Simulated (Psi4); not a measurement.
# One shape, several levels: doublet [SbH3]+

Aim: a comparison of 4 runs (U-wB97M-V/def2-TZVPP, UB2PLYP/def2-TZVPP, UB3LYP/def2-TZVPP, UCCSD/def2-TZVPP) of doublet [SbH3]+. 

The calculation is run with Psi4 1.11.

## Step 1: The molecule

[SbH3]+ has 4 atoms, charge +1, and is taken as a doublet. SMILES of the parent species: `[SbH3]`. The shape is that of a PBE0-D4/def2-TZVP optimisation. That shape belongs to the parent species and isn't relaxed for this state.

Bond lengths: Sb1–H2 1.707 Å, Sb1–H3 1.707 Å, Sb1–H4 1.707 Å. Angles: H2–Sb1–H3 91.4°, H2–Sb1–H4 91.4°, H3–Sb1–H4 91.4°.

## Step 2: A single-point energy at U-wB97M-V/def2-TZVPP (core potential) (run 1)

Contents of job.in:

```
memory 2.2 GB

molecule {
  1 2
  Sb
  H 1 r2
  H 1 r3 2 a3
  H 1 r4 2 a4 3 d4

  r2 = 1.707447
  r3 = 1.707458
  a3 = 91.39871
  r4 = 1.707421
  a4 = 91.40138
  d4 = 91.43678
  units angstrom
  symmetry c1
  no_reorient
  no_com
}

set {
  basis def2-TZVPP
  reference uks
  puream true
  e_convergence 1e-09
  d_convergence 1e-08
  scf_type pk
  dft_radial_points 99
  dft_spherical_points 590
  maxiter 100
}

energy('wb97m-v')
print_variables()
```

Launch:

```
psi4 -n 1 job.in job.out
```

job.out:

```text
[...]
    !!!  WARNING: ECP capability is in beta. Please check occupations closely.  !!!
[...]
  Running in c1 symmetry.
[...]
  Nuclear repulsion =   22.034311743075584
[...]
  Multiplicity = 2
[...]
  Nalpha       = 13
  Nbeta        = 12
[...]
    Number of basis functions: 92
[...]
   @UKS iter   1:  -241.52987914509328   -1.49253e+00   5.53124e-03 ADIIS/DIIS
[...]
   @UKS iter  13:  -241.61193219811011   -1.00130e-10   8.70922e-09 DIIS
[...]
   @S^2 Observed:                7.518879418E-01
[...]
  @UKS Final Energy:  -241.61193219811011
   => Energetics <=
    Nuclear Repulsion Energy =             22.0343117430755839
    One-Electron Energy =                -457.9298328507784959
    Two-Electron Energy =                 208.1806602527516361
    DFT Exchange-Correlation Energy =     -13.9946952451365263
    Empirical Dispersion Energy =           0.0000000000000000
    VV10 Nonlocal Energy =                  0.0976239019777103
    Total Energy =                       -241.6119321981101109
[...]
 Multipole Moments:
 ------------------------------------------------------------------------------------
     Multipole            Electronic (a.u.)      Nuclear  (a.u.)        Total (a.u.)
 ------------------------------------------------------------------------------------
 L = 1.  Multiply by 2.5417464519 to convert [e a0] to [Debye]
 Dipole X            :         -2.5264339            2.5427670            0.0163331
 Dipole Y            :         -2.4639265            2.4798476            0.0159210
 Dipole Z            :         -2.4044985            2.4200342            0.0155357
 Magnitude           :                                                    0.0275972
[...]
```

Wall time 94 s (1 thread of Intel Xeon Platinum 8259CL at 2.50GHz (Skylake/Cascade Lake), shared host); peak memory 1.1 GiB.

## Step 3: A single-point energy at UB2PLYP/def2-TZVPP (core potential, density fitting for correlation) (run 2)

Contents of h3sb.xyz:

```xyz
4
H3Sb
Sb     0.456300    -0.309800    -0.464500
H      0.843900     0.072200     1.153900
H     -1.039100    -0.984400     0.008900
H     -0.261000     1.221900    -0.698300
```

Contents of h3sb.py:

```python
import psi4

psi4.set_memory(2200000000)
psi4.set_num_threads(1)
psi4.core.set_output_file('psi4.out', False)

with open('h3sb.xyz') as f:
    atoms = ''.join(f.readlines()[2:])
molecule = psi4.geometry('1 2\n' + atoms + 'symmetry c1')

psi4.set_options({
    'reference': 'uks',
    'puream': True,
    'e_convergence': 1e-09,
    'd_convergence': 1e-08,
    'scf_type': 'pk',
    'dft_radial_points': 99,
    'dft_spherical_points': 590,
    'num_frozen_docc': 4,
    'maxiter': 100,
})

e_tot = psi4.energy('b2plyp/def2-TZVPP', molecule=molecule)
print(f'total energy {e_tot:.8f} hartree = {e_tot * 27.211386:.5f} eV')
```

Launch:

```
python h3sb.py
```

psi4.out:

```text
[...]
    !!!  WARNING: ECP capability is in beta. Please check occupations closely.  !!!
[...]
  Running in c1 symmetry.
[...]
  Nuclear repulsion =   22.034308890304267
[...]
  Multiplicity = 2
[...]
  Nalpha       = 13
  Nbeta        = 12
[...]
    Number of basis functions: 92
[...]
   @UKS iter   1:  -241.25476024836456   -1.40020e+00   5.55422e-03 ADIIS/DIIS
[...]
   @UKS iter  13:  -241.34179782145782   -3.77440e-11   7.76382e-09 DIIS
[...]
   @S^2 Observed:                7.547404506E-01
[...]
  @UKS Final Energy:  -241.34179782145782
   => Energetics <=
    Nuclear Repulsion Energy =             22.0343088903042670
    One-Electron Energy =                -457.8494059173477240
    Two-Electron Energy =                 204.1800053999207023
    DFT Exchange-Correlation Energy =      -9.7067061943350677
    Empirical Dispersion Energy =           0.0000000000000000
    VV10 Nonlocal Energy =                  0.0000000000000000
    Total Energy =                       -241.3417978214578170
[...]
 Multipole Moments:
 ------------------------------------------------------------------------------------
     Multipole            Electronic (a.u.)      Nuclear  (a.u.)        Total (a.u.)
 ------------------------------------------------------------------------------------
 L = 1.  Multiply by 2.5417464519 to convert [e a0] to [Debye]
 Dipole X            :          2.7336322           -2.7196881            0.0139441
 Dipole Y            :         -1.8559134            1.8464553           -0.0094581
 Dipole Z            :         -2.7829195            2.7687143           -0.0142052
 Magnitude           :                                                    0.0220382
[...]
```

Standard output:

```text
total energy -241.44899200 hartree = -6570.16172 eV
```

Wall time 19 s (1 thread of Intel Xeon Platinum 8259CL at 2.50GHz (Skylake/Cascade Lake), shared host); peak memory 0.89 GiB.

Run 3 isn't shown in full; the table further down has it.

## Step 4: The energy at UCCSD/def2-TZVPP (core potential) (run 4)

Contents of h3sb.in:

```
memory 2200 MB

molecule {
  1 2
  Sb     0.456300    -0.309800    -0.464500
  H      0.843900     0.072200     1.153900
  H     -1.039100    -0.984400     0.008900
  H     -0.261000     1.221900    -0.698300
  symmetry c1
  no_reorient
  no_com
}

set globals {
  reference       uhf
  puream          true
  e_convergence   1e-09
  d_convergence   1e-08
  scf_type        pk
  num_frozen_docc 4
  maxiter         100
}

E, wfn = energy("ccsd/def2-TZVPP", return_wfn=True)
print_variables()
```

Launch:

```
psi4 h3sb.in h3sb.out -n 1
```

h3sb.out:

```text
[...]
    !!!  WARNING: ECP capability is in beta. Please check occupations closely.  !!!
[...]
  Running in c1 symmetry.
[...]
  Nuclear repulsion =   22.034308890304267
[...]
  Multiplicity = 2
[...]
  Nalpha       = 13
  Nbeta        = 12
[...]
    Number of basis functions: 92
[...]
   @UHF iter   1:  -240.60108892684900   -1.71565e+00   4.15446e-03 DIIS/ADIIS
[...]
   @UHF iter  15:  -240.65041351505209   -1.91278e-11   8.69458e-09 DIIS
[...]
   @S^2 Observed:                7.574613472E-01
[...]
  @UHF Final Energy:  -240.65041351505209
   => Energetics <=
    Nuclear Repulsion Energy =             22.0343088903042670
    One-Electron Energy =                -457.6667654691415237
    Two-Electron Energy =                 194.9820430637851700
    Total Energy =                       -240.6504135150520938
  UHF NO Occupations:
  HONO-2 :   11  A 1.9992765
  HONO-1 :   12  A 1.9979222
[...]
 Multipole Moments:
 ------------------------------------------------------------------------------------
     Multipole            Electronic (a.u.)      Nuclear  (a.u.)        Total (a.u.)
 ------------------------------------------------------------------------------------
 L = 1.  Multiply by 2.5417464519 to convert [e a0] to [Debye]
 Dipole X            :        -18.0767380           18.9703937            0.8936556
 Dipole Y            :         12.2730791          -12.8798064           -0.6067273
 Dipole Z            :         18.4013836          -19.3111113           -0.9097277
 Magnitude           :                                                    1.4122120
[...]
      * MP2 total energy                      = -240.983426669457799
[...]
      * CCSD total energy                     = -240.996766629608572
[...]
```

Wall time 59 s (1 thread of Intel Xeon Platinum 8259CL at 2.50GHz (Skylake/Cascade Lake), shared host); peak memory 0.84 GiB.

## Step 5: Overview of the runs

| run | level | frozen core orbitals | fitting correlation | energy (Eh) | HOMO energy (eV) | LUMO energy (eV) | ⟨S²⟩ | wall time |
| --- | --- | --- | --- | --- | --- | --- | --- | --- |
| 1 | U-wB97M-V/def2-TZVPP (core potential) | 0 | – | -241.611932 | -17.74 | -10.22 | 0.752 | 94 s |
| 2 | UB2PLYP/def2-TZVPP (core potential, density fitting for correlation) | 4 | density fitting | -241.448992 | -16.65 | -10.92 | 0.755 | 19 s |
| 3 | UB3LYP/def2-TZVPP (core potential) | 0 | – | -241.751187 | -15.37 | -12.66 | 0.752 | 28 s |
| 4 | UCCSD/def2-TZVPP (core potential) | 4 | none | -240.996767 | -18.58 | -8.24 | 0.757 | 59 s |

## Step 6: Summary of results

| quantity | value |
| --- | --- |
| run 4: total energy | -240.99677 Eh |
| run 4: HOMO energy (Hartree–Fock orbitals) (highest over α and β) | -18.58 eV |
| run 4: LUMO energy (Hartree–Fock orbitals) (lowest over α and β) | -8.24 eV |
| run 4: correlation energy (4 core orbitals frozen) | -346.4 mEh |
| run 4: ⟨S²⟩ of the reference determinant | 0.757 |
| run 4: T1 diagnostic | 0.021 |

Totals of different functionals can't be ranked against each other. All runs together took 3.3 min, the longest 94 s.
